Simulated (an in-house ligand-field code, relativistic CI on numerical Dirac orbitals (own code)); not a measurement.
**d1 to d5 in a ligand field: terms by electron count**

Which terms of d1 to d5 lie lowest for given Racah parameters and ligand field?

Program: an in-house ligand-field code version 1. Level of theory: parametric ligand-field model of a d^n configuration (Racah B and C, spin-orbit zeta, crystal field), exact diagonalisation. These are calculated values, not measurements, unless marked.

## Step 1: The system

- shell: d1 to d5
- set 1 (cm⁻¹): d1: B = 670, C = 2600, Oh, 10Dq = 19700
- set 2 (cm⁻¹): d2: B = 670, C = 2600, Oh, 10Dq = 19700
- set 3 (cm⁻¹): d3: B = 670, C = 2600, Oh, 10Dq = 19700
- set 4 (cm⁻¹): d4: B = 670, C = 2600, Oh, 10Dq = 19700
- set 5 (cm⁻¹): d5: B = 670, C = 2600, Oh, 10Dq = 19700

## Step 2: Set 1

Settings, as recorded:

```ini
n = 1
racah_B = 670  # cm-1
racah_C = 2600  # cm-1
zeta = 0  # cm-1
symmetry = Oh
field = {"10Dq": 19700}  # cm-1
```

Launch:

```bash
python run_levels.py task.json out
```

One command runs all members of the session, one after another, from task.json.

## Step 3: Set 2

The settings differ from step 2 so:

```diff
@@ -1,2 +1,2 @@
-n = 1
+n = 2
 racah_B = 670  # cm-1
```

## Step 4: Set 3

The settings differ from step 3 so:

```diff
@@ -1,2 +1,2 @@
-n = 2
+n = 3
 racah_B = 670  # cm-1
```

## Step 5: Set 4

The settings differ from step 4 so:

```diff
@@ -1,2 +1,2 @@
-n = 3
+n = 4
 racah_B = 670  # cm-1
```

## Step 6: Set 5

The settings differ from step 5 so:

```diff
@@ -1,2 +1,2 @@
-n = 4
+n = 5
 racah_B = 670  # cm-1
```

(Steps that only read results are left out.)

**Question.** What will these runs give? Wanted: lowest terms; sets at their largest spin, of those that allow S over 1.

**Answer**, as computed:

| set | 10Dq/B (size) | lowest | S | electrons in z² and x²-y² | first level of the same spin (cm⁻¹) |
| --- | --- | --- | --- | --- | --- |
| 1: Oh, d1 | 29.4 | 2T2 | 0.50 | 0.00 | 2E 19700 |
| 2: Oh, d2 | 29.4 | 3T1 | 1.00 | 0.02 | 3T2 18303 |
| 3: Oh, d3 | 29.4 | 4A2 | 1.50 | 0.00 | 4T2 19700 |
| 4: Oh, d4 | 29.4 | 3T1 | 1.00 | 0.03 | 3E 17416 |
| 5: Oh, d5 | 29.4 | 2T2 | 0.50 | 0.06 | 2A2 16592 |

| quantity | value |
| --- | --- |
| lowest terms | 1: 2T2, 2: 3T1, 3: 4A2, 4: 3T1, 5: 2T2 |
| sets at their largest spin, of those that allow S over 1 | 3 |

3 of 5 sets have the highest spin that their shell allows. B, C and the field are free parameters here, not those of a compound.
